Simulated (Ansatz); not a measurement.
# P (bcc type): the cost of one run

Computed with Ansatz 0.2.0 (DFT LDA, with the methods named in each step, unless a step's input says otherwise).

**1. The system as given**

The structure is cubic, space group Im-3m (No. 229). Conventional cell: a = 3.107 Å, b = 3.107 Å, c = 3.107 Å, α = 90.00°, β = 90.00°, γ = 90.00°. Around P (site symmetry m-3m) lie 8 P at 2.69 Å.

As a file:

```
CELL_PARAMETERS angstrom
-1.55362 1.55362 1.55362
1.55362 -1.55362 1.55362
1.55362 1.55362 -1.55362
ATOMIC_POSITIONS crystal
P 0.00000 0.00000 0.00000
```

Whether this phase is the stable one at these pressures isn't tested.

**2. Cell relaxed at zero pressure, PAW**

Input file input.yaml:

```yaml
crystal:
  lattice:
    - [-1.553616253, 1.553616253, 1.553616253]
    - [1.553616253, -1.553616253, 1.553616253]
    - [1.553616253, 1.553616253, -1.553616253]
  atoms:
    - { symbol: P, position: [0.0, 0.0, 0.0] }
kpoints:
  mp_grid: { grid: [17, 17, 17] }
scf:
  occupations: { method: fermi_dirac, width: 0.05 }
hamiltonian:
  xc: lda
  pseudopotentials: { kind: paw }
output:
  forces: true
  stress: true
relax:
  f_tol: 0.005
  max_steps: 40
  cell: {}
```

Launch:

```
ansatz run input.yaml --threads 1 --pin off --max-ram 2048MiB --backend cpu --events-out ev --progress --plain --runs-dir out
```

Q: Estimate wall time and peak memory on 1 thread of Arm Neoverse V1, shared host.

About 5.5 s, with a peak of 0.27 GiB.
